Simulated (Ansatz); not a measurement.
**CH4F2Si: up Jacob's ladder to CCSD(T)**

One table from this session's results is given with a row withheld; the runs are named, their logs left out.

Computed with Ansatz 0.2.0, Gaussian basis. Level: functionals in def2-TZVPP, the program's frozen cores in correlated methods.

The runs, in order: LDA (SPW92), PBE-D4, revPBE-D4, BLYP-D4, r2SCAN-D4, B97M-V, PBE0-D4, B3LYP-D4, r2SCANh-D4, r2SCAN0-D4, HSE06-D4, BHLYP-D4, CAM-B3LYP-D4, LC-ωPBE, ωB97X-V, ωB97M-V, B2PLYP, PBE-QIDH; CCSD(T)/def2-SVP; CCSD(T)/def2-TZVPP; MP2/def2-QZVPP; extrapolation to the limit; RPA on PBE.

## Structure used throughout

The geometry comes from an earlier relaxation with PBE0-D4 in a triple-zeta def2 set; it is a stationary point, not always the lowest conformer.

SMILES `FC(F)[SiH3]`, 8 atoms, charge 0, spin multiplicity 1.

Atoms are counted from 1 here; the program's logs count them from 0.

Bond lengths: F1–C2 1.366 Å, C2–F3 1.366 Å, C2–Si4 1.920 Å, C2–H5 1.097 Å, Si4–H6 1.484 Å, Si4–H7 1.481 Å, Si4–H8 1.484 Å. Angles: F1–C2–F3 107.4°, F1–C2–Si4 110.1°, F1–C2–H5 107.2°, F3–C2–Si4 110.1°, F3–C2–H5 107.2°, Si4–C2–H5 114.6°, C2–Si4–H6 108.1°, C2–Si4–H7 108.3°, C2–Si4–H8 108.1°, H6–Si4–H7 111.0°, H6–Si4–H8 110.2°, H7–Si4–H8 111.0°.

The first run:

Input file in.yaml:

```yaml
crystal:
  periodic: [false, false, false]
  atoms:
    - {symbol: F, position_ang: [0.926306, -0.797962, 1.468108]}
    - {symbol: C, position_ang: [0.900209, -0.006806, 0.354828]}
    - {symbol: F, position_ang: [1.751442, -0.560651, -0.558773]}
    - {symbol: Si, position_ang: [-0.879799, 0.066828, -0.361182]}
    - {symbol: H, position_ang: [1.318265, 0.966595, 0.638986]}
    - {symbol: H, position_ang: [-1.765644, 0.662894, 0.668920]}
    - {symbol: H, position_ang: [-1.305227, -1.312363, -0.695308]}
    - {symbol: H, position_ang: [-0.853551, 0.924366, -1.571578]}
basis:
  gaussian: {orbitals: def2-TZVPP}
hamiltonian: {xc: lda}
output: {orbitals: {seedname: orbitals}}
```

Command:

```
$ ansatz run in.yaml --threads 2 --pin off --events-out ev --progress --plain --max-ram 4352MiB
```

Steps of the session up to this table: LDA; PBE-D4 (GGA); revPBE-D4 (GGA); BLYP-D4 (GGA); r2SCAN-D4 (meta-GGA); B97M-V (meta-GGA); B3LYP-D4 (hybrid); r2SCANh-D4 (hybrid); r2SCAN0-D4 (hybrid); HSE06-D4 (hybrid); BHLYP-D4 (hybrid); CAM-B3LYP-D4 (range-separated); LC-ωPBE (range-separated); ωB97X-V (range-separated); ωB97M-V (range-separated); B2PLYP (double hybrid); PBE-QIDH (double hybrid).

One table of the session follows, with a row left open; its other results are not shown here.

It belongs to the step «Frontier levels by functional». 

| functional | HOMO (eV) | LUMO (eV) | gap (eV) |
| --- | --- | --- | --- |
| LDA (SPW92) | -7.30 | -0.73 | 6.56 |
| PBE-D4 | -7.16 | -0.51 | 6.65 |
| revPBE-D4 | -7.11 | -0.42 | 6.69 |
| BLYP-D4 | -7.11 | -0.42 | 6.69 |
| r2SCAN-D4 | -7.50 | -0.07 | 7.42 |
| B97M-V | -7.66 | -0.40 | 7.26 |
| PBE0-D4 | -8.74 | 0.30 | 9.04 |
| B3LYP-D4 | ? | ? | ? |
| r2SCANh-D4 | -8.09 | 0.20 | 8.28 |
| r2SCAN0-D4 | -8.96 | 0.59 | 9.55 |
| HSE06-D4 | -8.33 | -0.07 | 8.26 |
| BHLYP-D4 | -10.28 | 1.05 | 11.33 |
| CAM-B3LYP-D4 | -10.22 | 1.21 | 11.42 |
| LC-ωPBE | -11.50 | 2.39 | 13.89 |
| ωB97X-V | -11.17 | 2.26 | 13.43 |
| ωB97M-V | -11.06 | 1.89 | 12.95 |

**Question.** Estimate the row for B3LYP-D4.

Worked estimate for «HOMO (eV)». Against the share of exact exchange, BLYP-D4 (0, -7.11), BHLYP-D4 (0.5, -10.28) give a slope of -6.34 per unit share; at 0.2 the line stands at -8.38.

The run gave: HOMO (eV): -8.54; LUMO (eV): 0.06; gap (eV): 8.59. In «HOMO (eV)» the line misses by +0.16.
